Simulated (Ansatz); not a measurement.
# Rhenium, beta-Sn type under r²SCAN: from relaxation to bulk modulus

Aim: take rhenium in the beta-Sn type structure, relax it, solve it on a dense k-mesh, switch on spin-orbit coupling, then scale the cell to 7 volumes from 88 to 112 % of the relaxed one and try a fit of the equation of state. The k-meshes are 13×13×9 for the relaxation; 24×24×12 for the dense run; 15×15×7 for spin-orbit coupling; 17×17×8 for the volumes.

Method: DFT r2SCAN, plane waves (500 eV) with PAW, scalar-relativistic; PBE-made PAW files, in Ansatz 0.2.0.

## (1) The system as given

Symmetry: I4_1/amd, No. 141, tetragonal system. Conventional cell: a = 4.837 Å, b = 4.837 Å, c = 2.641 Å, α = 90.00°, β = 90.00°, γ = 90.00°. Around Re (site symmetry -4m2) lie 6 Re at 2.51 to 2.64 Å.

Structure file:

```
CELL_PARAMETERS angstrom
-2.41861 2.41861 1.32056
2.41861 -2.41861 1.32056
2.41861 2.41861 -1.32056
ATOMIC_POSITIONS crystal
Re 0.00000 0.00000 0.00000
Re 0.75000 0.25000 0.50000
```

## (2) Relaxation of the cell

input.yaml reads:

```yaml
crystal:
  lattice:
    - [-2.4186077807, 2.4186077807, 1.3205598483]
    - [2.4186077807, -2.4186077807, 1.3205598483]
    - [2.4186077807, 2.4186077807, -1.3205598483]
  atoms:
    - { symbol: Re, position: [0.0, 0.0, 0.0] }
    - { symbol: Re, position: [0.75, 0.25, 0.5] }
hamiltonian:
  xc: r2scan
  pseudopotentials:
    kind: paw
    azcp:
      Re: "pseudopotentials/Re.paw.azcp"
basis:
  ecutwfc: 500
  fft_grid_basis: typed
kpoints:
  mp_grid: { grid: [13, 13, 9], shift: [0, 0, 0] }
magnetization:
  spin_polarized: false
scf:
  occupations: { method: fermi_dirac, width: 0.1 }
relax:
  max_steps: 60
  f_tol: 0.01
  cell: {}
```

Run with:

```
ansatz run input.yaml --threads 1 --pin off --max-ram 3584MiB --backend cpu --events-out ev --progress --plain --runs-dir out
```

Further steps of the session: Dense single point; Spin-orbit coupling switched on; Equation of state: 88 %; Equation of state: 92 %; Equation of state: 96 %; Equation of state: 100 %; Equation of state: 104 %; Equation of state: 108 %; Equation of state: 112 %.

What does the calculation give? Wanted: space group; conventional cell; volume; shortest distance; gap on the mesh; highest ELF outside the cores; V₀, B₀, B₀′.

As calculated:

| quantity | value |
| --- | --- |
| space group (spins left aside) | P6_3/mmc (No. 194) |
| conventional cell | a = 2.759 Å, c = 4.459 Å (c/a = 1.616) |
| volume | 14.700 Å³/atom |
| shortest distance | 2.740 Å |
| gap on the mesh | none (levels filled in part) |
| highest ELF outside the cores | 0.50, 1.51 Å from the nearest atom |
| V₀, B₀, B₀′ | 14.699 Å³/atom, 388 GPa, 4.3 |

In words: The relaxation shrank the cell by 4.9 % in volume. The cell has left its prototype: it ends as hcp. What follows belongs to that structure, not to the type named at the start. The mesh has less symmetry than the lattice, which may have let the distortion in. No gap shows: it is a metal or semimetal at this level. The total energy of the spin-orbit run lies +24.4 eV/atom from the scalar one, but the two kinds of run don't share a zero of energy: only differences within one kind count. B₀ comes out at 388 GPa, among the stiffest elements; letting shape and positions relax at each volume could only lower it.
